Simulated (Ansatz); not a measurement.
# CH3AlClF: vertical ionisation energy

One table from this session's results is given with a row withheld; the runs are named, their logs left out.

Computed with Ansatz 0.2.0, Gaussian basis. Level: unrestricted cation, the program's frozen cores in correlated methods.

Plan: UKS PBE-D4/def2-TZVPP; UKS r2SCAN-D4/def2-TZVPP; UKS PBE0-D4/def2-TZVPP; UKS B3LYP-D4/def2-TZVPP; UKS wB97X-V/def2-TZVPP; UKS wB97M-V/def2-TZVPP; UKS B2PLYP/def2-TZVPP; UHF-CCSD(T)/def2-TZVPP; UHF-MP2/def2-QZVPP; extrapolation to the limit; then −ε(HOMO) from the neutral's earlier runs with LDA (SPW92), PBE-D4, revPBE-D4, BLYP-D4, r2SCAN-D4, B97M-V, PBE0-D4, B3LYP-D4, r2SCANh-D4, r2SCAN0-D4, HSE06-D4, BHLYP-D4, CAM-B3LYP-D4, LC-ωPBE, ωB97X-V, ωB97M-V.

### Structure used throughout

An earlier PBE0-D4 in a triple-zeta def2 set relaxation fixed the geometry.

7 atoms, charge 0, spin multiplicity 1.

Atoms are counted from 1 here; the program's logs count them from 0.

Bond lengths: F1–C2 1.342 Å, C2–Al3 1.983 Å, C2–Cl4 1.922 Å, C2–H5 1.091 Å, Al3–Cl4 2.414 Å, Al3–H6 1.577 Å, Al3–H7 1.580 Å. Angles: F1–C2–Al3 122.8°, F1–C2–Cl4 108.2°, F1–C2–H5 109.0°, Al3–C2–Cl4 76.4°, Al3–C2–H5 126.2°, Cl4–C2–H5 101.7°, C2–Al3–Cl4 50.7°, C2–Al3–H6 116.7°, C2–Al3–H7 116.1°, Cl4–Al3–H6 109.4°, Cl4–Al3–H7 108.7°, H6–Al3–H7 126.8°, C2–Cl4–Al3 53.0°.

As a file:

```mol
CH3AlClF
  3D, bonds by distance, orders not assigned

  7  7  0  0  0  0  0  0  0  0999 V2000
   -1.3305   -1.4850    0.2832 F   0  0
   -0.3404   -0.8193   -0.3313 C   0  0
    0.6749    0.6436    0.5410 Al  0  0
   -1.0815    0.7736   -1.1101 Cl  0  0
   -0.0328   -1.3771   -1.2169 H   0  0
    0.1284    1.1543    1.9294 H   0  0
    2.0430    1.0418   -0.1409 H   0  0
  1  2  8  0
  2  3  8  0
  2  4  8  0
  2  5  8  0
  3  4  8  0
  3  6  8  0
  3  7  8  0
M  END
```

Set-up of the first run:

The input, in.yaml:

```yaml
crystal:
  periodic: [false, false, false]
  atoms:
    - {symbol: F, position_ang: [-1.330488, -1.484980, 0.283245]}
    - {symbol: C, position_ang: [-0.340354, -0.819325, -0.331273]}
    - {symbol: Al, position_ang: [0.674926, 0.643596, 0.540986]}
    - {symbol: Cl, position_ang: [-1.081535, 0.773624, -1.110115]}
    - {symbol: H, position_ang: [-0.032823, -1.377113, -1.216934]}
    - {symbol: H, position_ang: [0.128434, 1.154342, 1.929417]}
    - {symbol: H, position_ang: [2.043040, 1.041756, -0.140926]}
basis:
  gaussian: {orbitals: def2-TZVPP}
total_charge: 1
magnetization: {spin_polarized: true, initial_magnetization: 1}
hamiltonian: {xc: pbe, dispersion: d4}
```

Steps of the session up to this table: Cation, UKS PBE-D4/def2-TZVPP; Cation, UKS r2SCAN-D4/def2-TZVPP; Cation, UKS PBE0-D4/def2-TZVPP; Cation, UKS B3LYP-D4/def2-TZVPP; Cation, UKS wB97X-V/def2-TZVPP; Cation, UKS wB97M-V/def2-TZVPP; Cation, UKS B2PLYP (frozen core)/def2-TZVPP; Cation, UHF-CCSD(T)/def2-TZVPP; Cation, UHF-MP2/def2-QZVPP.

One of the session's tables, all rows but one given; the rest of the session is left out.

Orbital estimates, from the neutral's runs:

```
  functional  −ε(HOMO) (eV)
 LDA (SPW92)              ?
      PBE-D4           6.77
   revPBE-D4           6.71
     BLYP-D4           6.68
   r2SCAN-D4           7.09
      B97M-V           7.21
     PBE0-D4           8.17
    B3LYP-D4           7.96
  r2SCANh-D4           7.61
  r2SCAN0-D4           8.38
    HSE06-D4           7.77
    BHLYP-D4           9.50
CAM-B3LYP-D4           9.58
     LC-ωPBE          10.90
     ωB97X-V          10.57
     ωB97M-V          10.42
```

**Question.** Estimate the row for LDA (SPW92).

**Answer.** −ε(HOMO) (eV): 6.89. In the column «−ε(HOMO) (eV)» it lies between PBE-D4 (6.77) and r2SCAN-D4 (7.09).
